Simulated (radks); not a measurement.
# Fractional charge and spin in the 6s shell of hafnium

One table from this session's results is given with a row withheld; the runs are named, their logs left out.

Method: scalar-relativistic Kohn-Sham, r2SCAN, spin-polarised, spherical densities, finite nucleus. Code: radks (a radial shooting solver on a logarithmic mesh, Libxc functionals) version 1.

**Starting point**

| Property | Result |
| --- | --- |
| element | hafnium (Z = 72) |
| configuration | [Xe] 4f14 5d(up 1, down 1) 6s(up 1, down 1) |
| nuclear rms radius | 5.347 fm |

A shell typed twice in an input gives spin up, then spin down.

Set-up of the first run:

Settings of this run:

```text
Z 72
configuration [Xe] 4f14 5d1 5d1 6s1 6s1
relativity scalar-relativistic
functional r2scan,r2scan
spin polarised
nucleus finite rms 5.347 fm
c 137.035999084
```

Among the steps run: 6s: up 1, down 1.

One table of the session follows, with a row left open; its other results are not shown here.

It belongs to the step «6s: up 1, down 1». Sizes of the orbitals, from the radial functions (bohr):

| level | <r> | outermost maximum (interpolated) | 90 % within | nodes |
| --- | --- | --- | --- | --- |
| 4s | 0.4684 | 0.437 | 0.672 | 3 |
| 4p | 0.4975 | 0.458 | 0.723 | 2 |
| 4d | ? | ? | ? | ? |
| 5s | 1.138 | 1.02 | 1.64 | 4 |
| 5p | 1.340 | 1.16 | 1.97 | 3 |
| 4f | 0.6761 | 0.456 | 1.15 | 0 |
| 6s | 3.477 | 2.94 | 5.15 | 5 |
| 5d | 2.492 | 1.67 | 4.16 | 2 |

Q: Estimate the row for 4d from the others.

As computed: <r>: 0.5353; outermost maximum (interpolated): 0.471; 90 % within: 0.803; nodes: 1. In the column «<r>» it lies between 4p (0.4975) and 4f (0.6761).
